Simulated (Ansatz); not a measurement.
# TiSi2: the cost of one run

Method: DFT PBE+D3(BJ), scalar-relativistic, plane waves, PAW, in Ansatz 0.2.0.

2 further runs of the same task are left out: 2 set aside as unsound or not needed.

### Step 1. The structure to begin with

It takes space group Fddd (No. 70, orthorhombic). Conventional cell: a = 4.735 Å, b = 8.129 Å, c = 8.461 Å, α = 90.00°, β = 90.00°, γ = 90.00°. Ti (site symmetry 222) is surrounded by 10 Si at 2.52 to 2.74 Å. Si (site symmetry 2) has 5 Si at 2.50 to 2.75 Å and 5 Ti at 2.52 to 2.74 Å as nearest neighbours.

Structure file:

```
CELL_PARAMETERS angstrom
0.00000 4.06443 4.23073
2.36729 0.00000 4.23073
2.36729 4.06443 0.00000
ATOMIC_POSITIONS crystal
Ti 0.75000 0.75000 0.75000
Ti 0.50000 0.50000 0.50000
Si 0.08655 0.41345 0.08655
Si 0.41345 0.08655 0.41345
Si 0.16345 0.83655 0.16345
Si 0.83655 0.16345 0.83655
```

This cell was relaxed beforehand with the same method: volume 13.57 Å³/atom, gap on the mesh none (metal).

### Step 2. Cutting the slab

Planes are indexed in the bulk's conventional cell (Fddd (No. 70)), a = 4.735 Å, b = 8.129 Å, c = 8.461 Å, α = 90.00°, β = 90.00°, γ = 90.00°.

A (001) slab, 6.3 Å thick as cut, with 17 Å of vacuum; its outer planes are TiSi2 (top) and TiSi2 (bottom).

The slab as cut. Layers, bottom to top:

```
plane  atoms per cell  height over the lowest (Å)
    1           TiSi2                        0.00
    2           TiSi2                        2.12
    3           TiSi2                        4.23
    4           TiSi2                        6.35
```

### Step 3. The clean surface, relaxed

input.yaml

```yaml
crystal:
  lattice:
    - [4.7035829147, 0.0, 0.0]
    - [-2.3206826713, 4.0912252657, 0.0]
    - [0.0, 0.0, 23.3460958388]
  atoms:
    - { symbol: Ti, position: [0.5, 0.0, 0.3640865718] }
    - { symbol: Si, position: [0.1634549967, 0.3365450033, 0.3640865718] }
    - { symbol: Si, position: [0.8365450033, 0.6634549967, 0.3640865718] }
    - { symbol: Ti, position: [0.0, 0.0, 0.4546955239] }
    - { symbol: Si, position: [0.3365450033, 0.6634549967, 0.4546955239] }
    - { symbol: Si, position: [0.6634549967, 0.3365450033, 0.4546955239] }
    - { symbol: Ti, position: [0.0, 0.5, 0.5453044761] }
    - { symbol: Si, position: [0.6634549967, 0.8365450033, 0.5453044761] }
    - { symbol: Si, position: [0.3365450033, 0.1634549967, 0.5453044761] }
    - { symbol: Ti, position: [0.5, 0.5, 0.6359134282] }
    - { symbol: Si, position: [0.8365450033, 0.1634549967, 0.6359134282] }
    - { symbol: Si, position: [0.1634549967, 0.8365450033, 0.6359134282] }
basis:
  ecutwfc: 420
kpoints:
  mp_grid: { grid: [7, 7, 1] }
hamiltonian:
  xc: pbe
  dispersion: d3bj
scf:
  occupations: { method: gaussian, width: 0.1 }
output:
  forces: true
  eigenvalues: true
  write_density: true
  write_potential: true
  elf: true
  volumetric_format: npy
relax:
  adjacent_minimum: "off"
  f_tol: 0.03
  max_steps: 70
  constraints: [{ sites: [0, 1, 2, 3, 4, 5] }]
efield:
  axis: 3
  dipole_correction: true
  ramp_width: 0.04
```

Run with:

```console
$ ansatz run input.yaml --threads 4 --pin off --max-ram 10240MiB --backend cpu --events-out ev --progress --plain --runs-dir out
```

What time and memory should one allow on 4 threads of Intel Xeon Platinum 8375C at 2.90GHz (Ice Lake), shared host?

About 40 s, with a peak of 1.2 GiB.
